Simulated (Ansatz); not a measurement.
# ClCo: the cost of one run

Program: Ansatz 0.2.0, Gaussian basis. Level of theory: def2-QZVPP, core rule «outside noble gas», up to 14 orbitals frozen. These are calculated values, not measurements.

To be run: UHF; ROHF; CCSD(T) on UHF.

### 1 The geometry

The geometry is a PBE0/def2-TZVP stationary point (not a proven minimum) of the parent state, kept for this charge and spin.

2 atoms, charge 1, spin multiplicity 4.

Atoms are counted from 1 here; the program's logs count them from 0.

Bond lengths: Co1–Cl2 2.173 Å.

### 2 UHF

in.yaml reads:

```yaml
crystal:
  periodic: [false, false, false]
  atoms:
    - {symbol: Co, position_ang: [0.000000, 0.000000, 0.000000]}
    - {symbol: Cl, position_ang: [0.000000, 0.000000, 2.172600]}
basis:
  gaussian: {orbitals: "def2-QZVPP.json"}
total_charge: 1
magnetization: {spin_polarized: true, initial_magnetization: 3}
hamiltonian: {xc: hf}
output: {orbitals: {seedname: orbitals}}
```

The run is started by

```
> ansatz run in.yaml --threads 1 --pin off --events-out ev --progress --plain --max-ram 2560MiB --backend cpu
```

What time and memory should one allow on 1 thread of AMD EPYC 7R13, shared host?

About 65 s, with a peak of 0.58 GiB.
